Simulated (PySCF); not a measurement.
# RbSi: bond curves at several levels of theory

Aim: find the lowest electronic state of RbSi, scan its bond at several levels of theory, and get bond length, wavenumber and dissociation energy from each curve.

Program: PySCF 2.14.0. Level of theory: Rb def2-SVP with ECP28, Si def2-SVP, scalar-relativistic core potentials. These are calculated values, not measurements.

## 1. Set-up

Settings of the job:

| Quantity | Value |
| --- | --- |
| atoms | Rb, Si |
| charge | 0 |
| basis | Rb def2-SVP with ECP28, Si def2-SVP |
| Hamiltonian | scalar-relativistic core potentials |
| basis functions | 42 |
| electrons treated | 23 |
| masses in u | 84.9118, 27.9769 |
| levels | PBE0, PBE, r²SCAN, PW91, MN15, TPSS, ωB97X, HF, MP2, SCS-MP2, CCSD, CCSD(T) |
| grid | 80 radial by 434 angular points |
| occupations | held fixed by the projection of orbital angular momentum |
| dissociation limit | Rb + Si, each in its ground configuration |
| starting distance in angstrom | 3.175 |
| values of 2S to try | 1, 3 |

Run with:

```bash
OMP_NUM_THREADS=1 python dia.py task.json out
```

After this run come: First curve: PBE0; Higher solutions at PBE0; PBE; r²SCAN; PW91 (GGA); MN15 (hybrid meta-GGA); TPSS (meta-GGA); ωB97X (range-separated hybrid); UHF; Correlated methods on the Hartree–Fock reference.

Before running it: what results should come out? Wanted: for each run, Re; ωe; De; μ.

As calculated:

Lowest PBE0 solution found, without spin–orbit coupling: ⁴Σ⁻ (quartet), unpaired electrons σ ↑, π ↑↑. State 2 has its PBE0 minimum 0.46 eV higher, as a spin-mixed determinant (⟨S²⟩ = 1.76), so this is no gap between pure states. State 3 has its PBE0 minimum 0.49 eV higher, as a spin-mixed determinant (⟨S²⟩ = 1.76), so this is no gap between pure states. State 4 has its PBE0 minimum 0.84 eV higher. The other levels ran on the lowest alone.

| level | Re (Å) | ωe (cm⁻¹) | De (eV) | μ (D) |
| --- | --- | --- | --- | --- |
| UHF | 3.308 | 173.3 | 1.08 | -11.93 |
| UHF-MP2 | 3.234 | 178.7 | 1.27 | n/a |
| UHF-SCS-MP2 | 3.245 | 177.8 | 1.17 | n/a |
| UHF-CCSD | 3.238 | 177.0 | 1.19 | n/a |
| UHF-CCSD(T) | 3.237 | 176.4 | 1.21 | n/a |
| PBE | 3.235 | 165.0 | 1.56 | -9.27 |
| PW91 | 3.228 | 166.6 | 1.59 | -9.35 |
| TPSS | 3.242 | 168.2 | 1.66 | -10.03 |
| r²SCAN | 3.243 | 171.6 | 1.68 | -10.63 |
| PBE0 | 3.220 | 173.0 | 1.55 | -10.25 |
| MN15 | 3.212 | 174.7 | 1.55 | -9.79 |
| ωB97X | 3.195 | 187.1 | 1.57 | -11.40 |

De is counted to Rb + Si in their ground configurations. A positive dipole means Rb(−)Si(+).

Differences from CCSD(T) in the same basis:

| level | Re (mÅ) | ωe (%) |
| --- | --- | --- |
| UHF | +71 | -1.8 |
| UHF-MP2 | -3 | +1.3 |
| UHF-SCS-MP2 | +8 | +0.8 |
| UHF-CCSD | +1 | +0.3 |
| PBE | -2 | -6.5 |
| PW91 | -9 | -5.5 |
| TPSS | +5 | -4.6 |
| r²SCAN | +6 | -2.7 |
| PBE0 | -17 | -1.9 |
| MN15 | -25 | -1.0 |
| ωB97X | -42 | +6.1 |

**Reading.** Judged by CCSD(T) in the same basis: best bond length UHF-CCSD (+1 mÅ), worst UHF (+71 mÅ); best wavenumber UHF-CCSD (+0.3 %), worst PBE (-6.5 %). CCSD(T) in a basis this small is itself some way from its limit, more so than the functionals. Of the levels with a De here, UHF gives the least (1.08 eV) and r²SCAN the most (1.68 eV).

Correlated steps freeze 5 core orbitals. Spin–orbit coupling is left out.
